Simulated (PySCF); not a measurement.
# [Pt2H5]−: other functionals and bases at one geometry

How far do other levels of theory move the description of [Pt2H5]−, and what does each cost? The species was built from a template and needn't be a known compound.

Program: PySCF 2.14.0. Level of theory: several levels, as the steps say, no spin–orbit coupling. These are calculated values, not measurements.

3 further runs of the same task are left out: 2 for a known fault of the program, 1 set aside as unsound or not needed. Runs told in other sessions of the task aren't counted.

## 1. Starting geometry

7 atoms, charge -1, spin multiplicity 1.

Bond lengths: Pt1–H3 1.705 Å, Pt1–H4 1.720 Å, Pt1–H5 1.720 Å, Pt1–H6 1.664 Å, Pt2–H3 1.705 Å, Pt2–H4 1.720 Å, Pt2–H5 1.720 Å, Pt2–H7 1.664 Å. Angles: H3–Pt1–H4 64.0°, H3–Pt1–H5 64.0°, H3–Pt1–H6 135.2°, H4–Pt1–H5 60.0°, H4–Pt1–H6 146.9°, H5–Pt1–H6 146.9°, H3–Pt2–H4 64.0°, H3–Pt2–H5 64.0°, H3–Pt2–H7 135.2°, H4–Pt2–H5 60.0°, H4–Pt2–H7 146.9°, H5–Pt2–H7 146.9°, Pt1–H3–Pt2 107.0°, Pt1–H4–Pt2 105.6°, Pt1–H5–Pt2 105.6°.

As a file:

```
atom    x (Å)    y (Å)    z (Å)
 Pt1   0.0057   0.0000   1.3700
 Pt2   0.0057   0.0000  -1.3700
  H3   1.0204   0.0000   0.0000
  H4  -0.5789   0.8593   0.0000
  H5  -0.5789  -0.8593   0.0000
  H6   0.2446   0.0000   3.0173
  H7   0.2446   0.0000  -3.0173
```

Formal oxidation states: Pt +2. An earlier session relaxed this geometry at r2SCAN, Pt def2-SVP with ECP60, H def2-SVP (singlet, point group C2v).

At r2SCAN on the finer grid: E = -241.853909 Eh, HOMO -1.26 eV, LUMO 1.76 eV, Mulliken charge on Pt1 -0.26 e, largest force component 0.038 eV/Å. 

Levels to run: PBE; HF; TPSSh; TPSS; r2SCAN, TZVP; r2SCAN, x2c-SVP. Hardware: 2 threads of Arm Neoverse V1, shared host.

## 2. PBE

run.py (the lines that set the calculation) reads:

```python
mol = gto.M(atom='''
Pt     0.00570     0.00000     1.37005
Pt     0.00569     0.00000    -1.37005
H      1.02036    -0.00001     0.00000
H     -0.57887     0.85930     0.00000
H     -0.57888    -0.85929     0.00000
H      0.24457     0.00000     3.01727
H      0.24457     0.00000    -3.01727''',
    basis={'Pt': 'def2-SVP', 'H': 'def2-SVP'},
    ecp={'Pt': 'def2-SVP'},
    charge=-1, spin=0)
mf = dft.RKS(mol, xc='PBE')
mf.grids.atom_grid = (75, 302)
mf = mf.density_fit()  # fitting sets: Pt def2-universal-JKFIT, H def2-universal-JKFIT
mf.conv_tol = 1e-08; mf.max_cycle = 55
mf.kernel(dm0)  # dm0: the density of the relaxed state
```

Run with:

```sh
> OMP_NUM_THREADS=2 python run.py
```

Output:

```text
init E= -241.835555894388
  HOMO = -0.03201094513873  LUMO = 0.0645407777123175  gap/eV = 2.62731
cycle= 1 E= -241.836054843707  delta_E= -0.000499  |g|= 0.0629  |ddm|= 0.314
  HOMO = -0.0490138093721251  LUMO = 0.0536481863750435  gap/eV = 2.79358
cycle= 2 E= -241.831358822251  delta_E= 0.0047  |g|= 0.149  |ddm|= 0.272
  HOMO = -0.0389322391280658  LUMO = 0.0599380060464458  gap/eV = 2.69040
cycle= 3 E= -241.837135242784  delta_E= -0.00578  |g|= 0.00424  |ddm|= 0.177
  HOMO = -0.0384499667651497  LUMO = 0.0603501330963641  gap/eV = 2.68849
cycle= 4 E= -241.837139252042  delta_E= -4.01e-06  |g|= 0.00204  |ddm|= 0.00732
  HOMO = -0.0383800317653633  LUMO = 0.0603837603785416  gap/eV = 2.68750
cycle= 5 E= -241.837139867386  delta_E= -6.15e-07  |g|= 0.00103  |ddm|= 0.00257
  HOMO = -0.0383727653032118  LUMO = 0.0603890427388395  gap/eV = 2.68745
cycle= 6 E= -241.837139969333  delta_E= -1.02e-07  |g|= 0.00082  |ddm|= 0.00184
  HOMO = -0.0383652094382425  LUMO = 0.0603953717388764  gap/eV = 2.68741
cycle= 7 E= -241.837140142894  delta_E= -1.74e-07  |g|= 4.55e-05  |ddm|= 0.00091
  HOMO = -0.0383677070571786  LUMO = 0.0603927743360759  gap/eV = 2.68741
cycle= 8 E= -241.837140143298  delta_E= -4.04e-10  |g|= 2.5e-05  |ddm|= 7.48e-05
  HOMO = -0.0383705916042394  LUMO = 0.0603906730007097  gap/eV = 2.68743
Extra cycle  E= -241.837140142896  delta_E= 4.03e-10  |g|= 4.99e-05  |ddm|= 8.45e-05
converged SCF energy = -241.837140142896
```

Wall time 4.3 s (2 threads of Arm Neoverse V1, shared host).

Result: E = -241.837140 Eh, HOMO -1.04 eV, LUMO 1.64 eV, Mulliken charge on Pt1 -0.34 e, largest force component 0.387 eV/Å. 

## 3. HF

Edit run.py (the lines that set the calculation) of step 2 so:

```diff
@@ -11,4 +11,3 @@
     charge=-1, spin=0)
-mf = dft.RKS(mol, xc='PBE')
-mf.grids.atom_grid = (75, 302)
+mf = scf.RHF(mol)
 mf = mf.density_fit()  # fitting sets: Pt def2-universal-JKFIT, H def2-universal-JKFIT
```

Run with:

```sh
> OMP_NUM_THREADS=2 python run.py
```

Output:

```text
init E= -239.615486074646
  HOMO = -0.153260795463224  LUMO = 0.171273024940343  gap/eV = 8.83102
cycle= 1 E= -239.645400666626  delta_E= -0.0299  |g|= 0.0781  |ddm|= 0.716
  HOMO = -0.150072994741404  LUMO = 0.171949873860666  gap/eV = 8.76269
cycle= 2 E= -239.648036439161  delta_E= -0.00264  |g|= 0.0277  |ddm|= 0.219
  HOMO = -0.154121658747592  LUMO = 0.170548715281653  gap/eV = 8.83473
cycle= 3 E= -239.648408559168  delta_E= -0.000372  |g|= 0.0184  |ddm|= 0.0724
  HOMO = -0.152857774339833  LUMO = 0.170884681973868  gap/eV = 8.80948
cycle= 4 E= -239.648523378614  delta_E= -0.000115  |g|= 0.00239  |ddm|= 0.0533
  HOMO = -0.153307197891673  LUMO = 0.170638872996437  gap/eV = 8.81502
cycle= 5 E= -239.648528964899  delta_E= -5.59e-06  |g|= 0.00128  |ddm|= 0.0163
  HOMO = -0.153201981878211  LUMO = 0.170719724329067  gap/eV = 8.81436
cycle= 6 E= -239.648529646847  delta_E= -6.82e-07  |g|= 0.000275  |ddm|= 0.0047
  HOMO = -0.153200441966037  LUMO = 0.170734201617773  gap/eV = 8.81471
cycle= 7 E= -239.648529735842  delta_E= -8.9e-08  |g|= 7.43e-05  |ddm|= 0.00176
  HOMO = -0.153198164687952  LUMO = 0.17073505620504  gap/eV = 8.81467
cycle= 8 E= -239.648529739826  delta_E= -3.98e-09  |g|= 7.9e-05  |ddm|= 0.000261
  HOMO = -0.153197420890583  LUMO = 0.170734793327323  gap/eV = 8.81464
Extra cycle  E= -239.648529738835  delta_E= 9.91e-10  |g|= 0.000118  |ddm|= 0.000195
converged SCF energy = -239.648529738835
```

It took 1.8 s on 2 threads of Arm Neoverse V1, shared host.

It gives: E = -239.648530 Eh, HOMO -4.17 eV, LUMO 4.65 eV, Mulliken charge on Pt1 -0.18 e, largest force component 0.863 eV/Å. 

## 4. TPSSh

Edit run.py (the lines that set the calculation) of step 3 so:

```diff
@@ -11,3 +11,4 @@
     charge=-1, spin=0)
-mf = scf.RHF(mol)
+mf = dft.RKS(mol, xc='TPSSH')
+mf.grids.atom_grid = (75, 302)
 mf = mf.density_fit()  # fitting sets: Pt def2-universal-JKFIT, H def2-universal-JKFIT
```

Run with:

```sh
> OMP_NUM_THREADS=2 python run.py
```

Output:

```text
init E= -241.681946064188
  HOMO = -0.0492868878973307  LUMO = 0.0754970384665598  gap/eV = 3.39554
cycle= 1 E= -241.681852534794  delta_E= 9.35e-05  |g|= 0.0683  |ddm|= 0.182
  HOMO = -0.0643321637014331  LUMO = 0.0660926450541476  gap/eV = 3.54904
cycle= 2 E= -241.678442309213  delta_E= 0.00341  |g|= 0.135  |ddm|= 0.239
  HOMO = -0.0539533952789895  LUMO = 0.0727898425473574  gap/eV = 3.44886
cycle= 3 E= -241.683050337707  delta_E= -0.00461  |g|= 0.00339  |ddm|= 0.156
  HOMO = -0.0538981607236688  LUMO = 0.072881646845417  gap/eV = 3.44985
cycle= 4 E= -241.683053131648  delta_E= -2.79e-06  |g|= 0.00158  |ddm|= 0.00529
  HOMO = -0.0539345040938337  LUMO = 0.0728379895982572  gap/eV = 3.44966
cycle= 5 E= -241.683053555158  delta_E= -4.24e-07  |g|= 0.000418  |ddm|= 0.00143
  HOMO = -0.0539325875489665  LUMO = 0.0728379743773371  gap/eV = 3.44960
cycle= 6 E= -241.683053503954  delta_E= 5.12e-08  |g|= 0.000623  |ddm|= 0.00104
  HOMO = -0.0539294185802794  LUMO = 0.0728394607120909  gap/eV = 3.44956
cycle= 7 E= -241.683053601144  delta_E= -9.72e-08  |g|= 2.9e-05  |ddm|= 0.000646
  HOMO = -0.053928573827656  LUMO = 0.0728406479886455  gap/eV = 3.44957
cycle= 8 E= -241.6830536013  delta_E= -1.56e-10  |g|= 1.56e-05  |ddm|= 4.11e-05
  HOMO = -0.0539289064682946  LUMO = 0.0728404960657544  gap/eV = 3.44957
Extra cycle  E= -241.683053601214  delta_E= 8.65e-11  |g|= 2.63e-05  |ddm|= 4.03e-05
converged SCF energy = -241.683053601214
```

Wall time 5.7 s (2 threads of Arm Neoverse V1, shared host).

It gives: E = -241.683054 Eh, HOMO -1.47 eV, LUMO 1.98 eV, Mulliken charge on Pt1 -0.24 e, largest force component 0.164 eV/Å. 

## 5. TPSS

Edit run.py (the lines that set the calculation) of step 4 so:

```diff
@@ -11,3 +11,3 @@
     charge=-1, spin=0)
-mf = dft.RKS(mol, xc='TPSSH')
+mf = dft.RKS(mol, xc='TPSS')
 mf.grids.atom_grid = (75, 302)
```

Run with:

```sh
> OMP_NUM_THREADS=2 python run.py
```

Output:

```text
init E= -241.721859601682
  HOMO = -0.0316398028988929  LUMO = 0.0679926611772258  gap/eV = 2.71114
cycle= 1 E= -241.720302642451  delta_E= 0.00156  |g|= 0.114  |ddm|= 0.223
  HOMO = -0.0565679564509884  LUMO = 0.0527803600014266  gap/eV = 2.97552
cycle= 2 E= -241.707018306013  delta_E= 0.0133  |g|= 0.253  |ddm|= 0.435
  HOMO = -0.0390399844607296  LUMO = 0.0639419002577742  gap/eV = 2.80228
cycle= 3 E= -241.723676108545  delta_E= -0.0167  |g|= 0.00499  |ddm|= 0.295
  HOMO = -0.038862356095422  LUMO = 0.064101959348882  gap/eV = 2.80180
cycle= 4 E= -241.723681004062  delta_E= -4.9e-06  |g|= 0.00235  |ddm|= 0.00747
  HOMO = -0.0389131288810365  LUMO = 0.0640300832028005  gap/eV = 2.80123
cycle= 5 E= -241.723681881068  delta_E= -8.77e-07  |g|= 0.00106  |ddm|= 0.00268
  HOMO = -0.03890968861272  LUMO = 0.0640320194243404  gap/eV = 2.80119
cycle= 6 E= -241.723681996774  delta_E= -1.16e-07  |g|= 0.000821  |ddm|= 0.0019
  HOMO = -0.0389002222712822  LUMO = 0.0640397380652704  gap/eV = 2.80114
cycle= 7 E= -241.7236821686  delta_E= -1.72e-07  |g|= 6.71e-05  |ddm|= 0.0009
  HOMO = -0.0389006874503379  LUMO = 0.0640404964106475  gap/eV = 2.80117
cycle= 8 E= -241.723682169503  delta_E= -9.03e-10  |g|= 3.57e-05  |ddm|= 9.34e-05
  HOMO = -0.0389040984659581  LUMO = 0.0640381948179791  gap/eV = 2.80120
Extra cycle  E= -241.72368216868  delta_E= 8.23e-10  |g|= 7.05e-05  |ddm|= 0.000115
converged SCF energy = -241.72368216868
```

It took 6.2 s on 2 threads of Arm Neoverse V1, shared host.

Read off: E = -241.723682 Eh, HOMO -1.06 eV, LUMO 1.74 eV, Mulliken charge on Pt1 -0.25 e, largest force component 0.296 eV/Å. 

## 6. r2SCAN, TZVP

Basis: Pt def2-TZVP with ECP60, H def2-TZVP. 

Edit run.py (the lines that set the calculation) of step 5 so:

```diff
@@ -8,6 +8,6 @@
 H      0.24457     0.00000    -3.01727''',
-    basis={'Pt': 'def2-SVP', 'H': 'def2-SVP'},
-    ecp={'Pt': 'def2-SVP'},
+    basis={'Pt': 'def2-TZVP', 'H': 'def2-TZVP'},
+    ecp={'Pt': 'def2-TZVP'},
     charge=-1, spin=0)
-mf = dft.RKS(mol, xc='TPSS')
+mf = dft.RKS(mol, xc='R2SCAN')
 mf.grids.atom_grid = (75, 302)
@@ -15,2 +15,2 @@
 mf.conv_tol = 1e-08; mf.max_cycle = 55
-mf.kernel(dm0)  # dm0: the density of the relaxed state
+mf.kernel(dm0)  # dm0: free metal ions and neutral atoms
```

Run with:

```sh
> OMP_NUM_THREADS=2 python run.py
```

Output:

```text
init E= -241.7007824024
  HOMO = 0.0539701706711413  LUMO = 0.11431972587392  gap/eV = 1.64220
cycle= 1 E= -241.384689406575  delta_E= 0.316  |g|= 1.35  |ddm|= 3.67
  HOMO = 0.0591170384454895  LUMO = 0.0985385211840593  gap/eV = 1.07271
cycle= 2 E= -240.558573958286  delta_E= 0.826  |g|= 2.57  |ddm|= 3.84
  HOMO = -0.0767149882773932  LUMO = 0.0330776600049242  gap/eV = 2.98761
cycle= 3 E= -241.855208935785  delta_E= -1.3  |g|= 0.342  |ddm|= 2.96
  HOMO = -0.0327116753260265  LUMO = 0.0699022022652381  gap/eV = 2.79227
cycle= 4 E= -241.869731294975  delta_E= -0.0145  |g|= 0.224  |ddm|= 0.563
  HOMO = -0.0448659754125447  LUMO = 0.0619866528713191  gap/eV = 2.90761
cycle= 5 E= -241.879659075447  delta_E= -0.00993  |g|= 0.0283  |ddm|= 0.223
  HOMO = -0.0450591898067381  LUMO = 0.0621163880495491  gap/eV = 2.91640
cycle= 6 E= -241.879852803088  delta_E= -0.000194  |g|= 0.0103  |ddm|= 0.04
  HOMO = -0.0453019550140481  LUMO = 0.0619183245805945  gap/eV = 2.91761
cycle= 7 E= -241.879872669693  delta_E= -1.99e-05  |g|= 0.00325  |ddm|= 0.0119
  HOMO = -0.0454598908835142  LUMO = 0.0617881381513334  gap/eV = 2.91837
cycle= 8 E= -241.879875169432  delta_E= -2.5e-06  |g|= 0.000351  |ddm|= 0.00407
  HOMO = -0.0454268218110765  LUMO = 0.0618247050245549  gap/eV = 2.91846
cycle= 9 E= -241.879875211953  delta_E= -4.25e-08  |g|= 2.75e-05  |ddm|= 0.000586
  HOMO = -0.0454298615286715  LUMO = 0.0618221089492258  gap/eV = 2.91847
cycle= 10 E= -241.879875212064  delta_E= -1.11e-10  |g|= 2.4e-05  |ddm|= 4.86e-05
  HOMO = -0.045429671132335  LUMO = 0.0618220462412964  gap/eV = 2.91847
Extra cycle  E= -241.879875207907  delta_E= 4.16e-09  |g|= 0.000138  |ddm|= 0.000125
converged SCF energy = -241.879875207907
```

Wall time 9.4 s (2 threads of Arm Neoverse V1, shared host).

Result: E = -241.879875 Eh, HOMO -1.24 eV, LUMO 1.68 eV, Mulliken charge on Pt1 -0.36 e, largest force component 0.140 eV/Å. 

## 7. r2SCAN, x2c-SVP

Basis: Pt x2c-SVPall, H x2c-SVPall. All electrons are treated, with the spin-free X2C Hamiltonian.

run.py (the lines that set the calculation) reads:

```python
mol = gto.M(atom='''
Pt     0.00570     0.00000     1.37005
Pt     0.00569     0.00000    -1.37005
H      1.02036    -0.00001     0.00000
H     -0.57887     0.85930     0.00000
H     -0.57888    -0.85929     0.00000
H      0.24457     0.00000     3.01727
H      0.24457     0.00000    -3.01727''',
    basis={'Pt': 'x2c-SVPall', 'H': 'x2c-SVPall'},
    nucmod='G',
    charge=-1, spin=0)
mf = dft.RKS(mol, xc='R2SCAN')
mf.grids.atom_grid = (99, 590)
mf = mf.density_fit()  # fitting sets: Pt AutoAux, H AutoAux
mf = mf.sfx2c1e()
mf.conv_tol = 1e-08; mf.max_cycle = 55
mf.kernel(dm0)  # dm0: free metal ions and neutral atoms
```

Run with:

```sh
> OMP_NUM_THREADS=2 python run.py
```

Output:

```text
init E= -36833.6126861182
  HOMO = 0.0535788038323526  LUMO = 0.119745941688571  gap/eV = 1.80050
cycle= 1 E= -36832.6441677252  delta_E= 0.969  |g|= 1.27  |ddm|= 4.21
  HOMO = 0.0626373837476804  LUMO = 0.108643122343875  gap/eV = 1.25188
cycle= 2 E= -36831.8554873013  delta_E= 0.789  |g|=  2.5  |ddm|= 6.19
  HOMO = -0.0795913159240413  LUMO = 0.0326316867527717  gap/eV = 3.05374
cycle= 3 E= -36833.0692535863  delta_E= -1.21  |g|= 0.391  |ddm|= 4.36
  HOMO = -0.0401057736075947  LUMO = 0.0687875131454754  gap/eV = 2.96314
cycle= 4 E= -36833.0913991983  delta_E= -0.0221  |g|= 0.172  |ddm|= 0.612
  HOMO = -0.0488643783902284  LUMO = 0.0627659041428122  gap/eV = 3.03761
cycle= 5 E= -36833.0972609679  delta_E= -0.00586  |g|= 0.0231  |ddm|= 0.217
  HOMO = -0.0481698605259409  LUMO = 0.0636227828449925  gap/eV = 3.04203
cycle= 6 E= -36833.0974041689  delta_E= -0.000143  |g|= 0.0078  |ddm|= 0.0503
  HOMO = -0.0483761581714273  LUMO = 0.0634192300955899  gap/eV = 3.04211
cycle= 7 E= -36833.0974162763  delta_E= -1.21e-05  |g|= 0.00273  |ddm|= 0.016
  HOMO = -0.0485287219131614  LUMO = 0.0632872873234501  gap/eV = 3.04267
cycle= 8 E= -36833.0974182016  delta_E= -1.93e-06  |g|= 0.000221  |ddm|= 0.00524
  HOMO = -0.0485010234092806  LUMO = 0.0633177234134777  gap/eV = 3.04274
cycle= 9 E= -36833.0974182193  delta_E= -1.77e-08  |g|= 2.38e-05  |ddm|= 0.000538
  HOMO = -0.0485038670970566  LUMO = 0.0633152851183953  gap/eV = 3.04275
cycle= 10 E= -36833.0974182193  delta_E= -2.18e-11  |g|= 1.98e-05  |ddm|= 6.04e-05
  HOMO = -0.0485035438594856  LUMO = 0.0633152851135032  gap/eV = 3.04275
Extra cycle  E= -36833.0974182167  delta_E= 2.62e-09  |g|= 0.000111  |ddm|= 0.000124
converged SCF energy = -36833.0974182167
```

Wall time 59 s (2 threads of Arm Neoverse V1, shared host).

Result: E = -36833.097418 Eh, HOMO -1.32 eV, LUMO 1.72 eV, Mulliken charge on Pt1 -0.50 e, largest force component 0.328 eV/Å. 

## 8. All levels side by side

| level | state | HOMO (eV) | gap (eV) | charge on Pt1 (e) | dipole (D) | largest force component (eV/Å) | basis functions | time |
| --- | --- | --- | --- | --- | --- | --- | --- | --- |
| r2SCAN (relaxed here) | singlet | -1.26 | 3.02 | -0.26 | 0.69 | 0.04 | 89 | 20 s |
| PBE | singlet | -1.04 | 2.69 | -0.34 | 0.63 | 0.39 | 89 | 4.3 s |
| HF | singlet | -4.17 | 8.81 | -0.18 | 1.02 | 0.86 | 89 | 1.8 s |
| TPSSh | singlet | -1.47 | 3.45 | -0.24 | 0.70 | 0.16 | 89 | 5.7 s |
| TPSS | singlet | -1.06 | 2.80 | -0.25 | 0.67 | 0.30 | 89 | 6.2 s |
| r2SCAN, TZVP | singlet | -1.24 | 2.92 | -0.36 | 0.66 | 0.14 | 110 | 9.4 s |
| r2SCAN, x2c-SVP | singlet | -1.32 | 3.04 | -0.50 | 0.67 | 0.33 | 157 | 59 s |

Times are on 2 threads of Arm Neoverse V1, shared host; the first row also made further properties. The dipole of a charged species depends on the origin, so these sizes hold for this origin alone.

In one basis the HOMO–LUMO gap runs from 2.69 eV (PBE) to 8.81 eV (HF). The largest leftover force, 0.86 eV/Å with HF, stands at a geometry relaxed at another level. The Mulliken charge on Pt spans -0.50 to -0.18 e over the levels. Total energies of different levels can't be compared. Spin–orbit coupling is left out throughout.
